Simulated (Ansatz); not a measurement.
# HfTi3O8: the band gap up the ladder of functionals

The task here is to estimate one member of a computed series from the others.

The runs shown are made with Ansatz 0.2.0. PAW datasets, plane waves. No spin polarisation and no zero-point or thermal motion; the cell was built from a prototype and may be hypothetical.

**Starting point**

The cell was relaxed beforehand with r2SCAN.

It is orthorhombic, Pmm2 (No. 25); a = 3.727 Å, b = 6.271 Å, c = 5.684 Å in the conventional setting, 11.07 Å³ an atom. Ti has 6 O at 1.81–2.24 Å; Ti has 6 O at 1.79–2.25 Å; O has 2 Ti at 1.81 Å; O has 1 Ti at 1.79 Å and 1 Hf at 1.97 Å; O has 3 Ti at 1.97–2.25 Å.

Coordinates:

```cif
data_structure
_symmetry_space_group_name_H-M 'P 1'
_symmetry_Int_Tables_number 1
_cell_length_a 3.7267
_cell_length_b 6.2715
_cell_length_c 5.6843
_cell_angle_alpha 90.000
_cell_angle_beta 90.000
_cell_angle_gamma 90.000
_cell_volume 132.85
loop_
_atom_site_label
_atom_site_type_symbol
_atom_site_fract_x
_atom_site_fract_y
_atom_site_fract_z
_atom_site_occupancy
Ti1 Ti 0.50000 0.24873 0.54738 1
Ti2 Ti 0.00000 0.00000 0.94120 1
O1 O 0.50000 0.00000 0.38633 1
O2 O 0.00000 0.22603 0.13383 1
O3 O 0.00000 0.25245 0.66093 1
O4 O 0.50000 0.00000 0.82951 1
Ti3 Ti 0.50000 0.75127 0.54738 1
Hf1 Hf 0.00000 0.50000 0.96499 1
O5 O 0.50000 0.50000 0.36851 1
O6 O 0.00000 0.77397 0.13383 1
O7 O 0.00000 0.74755 0.66093 1
O8 O 0.50000 0.50000 0.82519 1
```

Set-up of the first run:

Contents of input.yaml:

```yaml
crystal:
  lattice:
    - [3.7266957048, 0.0, 0.0]
    - [0.0, 6.2714850359, 0.0]
    - [0.0, 0.0, 5.6842626337]
  atoms:
    - { symbol: Ti, position: [0.5, 0.2487259488, 0.5473809613] }
    - { symbol: Ti, position: [0.0, 0.0, -0.0588029045] }
    - { symbol: O, position: [0.5, 0.0, 0.3863250272] }
    - { symbol: O, position: [0.0, 0.2260331655, 0.13382554] }
    - { symbol: O, position: [0.0, 0.2524541513, 0.6609335827] }
    - { symbol: O, position: [0.5, 0.0, 0.8295126831] }
    - { symbol: Ti, position: [0.5, 0.7512740512, 0.5473809613] }
    - { symbol: Hf, position: [0.0, 0.5, -0.035012912] }
    - { symbol: O, position: [0.5, 0.5, 0.3685113965] }
    - { symbol: O, position: [0.0, 0.7739668345, 0.13382554] }
    - { symbol: O, position: [0.0, 0.7475458487, 0.6609335827] }
    - { symbol: O, position: [0.5, 0.5, 0.8251865414] }
kpoints:
  mp_grid: { grid: [8, 4, 4] }
  band_path:
    path:
      - [[0.0, 0.0, 0.0], [0.5, 0.0, 0.0], [0.5, 0.5, 0.0], [0.0, 0.5, 0.0], [0.0, 0.0, 0.0], [0.0, 0.0, 0.5], [0.5, 0.0, 0.5], [0.5, 0.5, 0.5], [0.0, 0.5, 0.5], [0.0, 0.0, 0.5]]
      - [[0.5, 0.0, 0.0], [0.5, 0.0, 0.5]]
      - [[0.0, 0.5, 0.0], [0.0, 0.5, 0.5]]
      - [[0.5, 0.5, 0.0], [0.5, 0.5, 0.5]]
    npoints: 10
hamiltonian:
  xc: pbe
scf:
  occupations: { method: fermi_dirac, width: 0.02 }
  n_extra_bands: 7
output:
  forces: true
  stress: true
  eigenvalues: true
```

Among the steps run: Band structure with PBE; r2SCAN; HSE06; PBE+SOC; PBE0.

One of the session's tables, all rows but one given; the rest of the session is left out.

```
  level  gap (eV)
    PBE      2.90
 r2SCAN      3.28
  HSE06      4.46
PBE+SOC      2.90
   PBE0         ?
```

Q: Estimate the row for PBE0 from the others.

The run gave: gap (eV): 5.21. In the column «gap (eV)» it is the highest.

Meshes: PBE 8×4×4, r2SCAN 8×4×4, HSE06 4×2×4, PBE+SOC 8×4×4, PBE0 4×2×4

In words: PBE+SOC gives the least gap, 2.90 eV, and PBE0 the largest, 5.21 eV. PBE reaches 65 % of the HSE06 value, and r2SCAN 74 %. PBE0 lies 0.75 eV above HSE06, which differs from it by screening the long-range exchange.

To keep in mind: Warnings in the runs' records: stress exchange threshold loose, stress scf threshold loose.
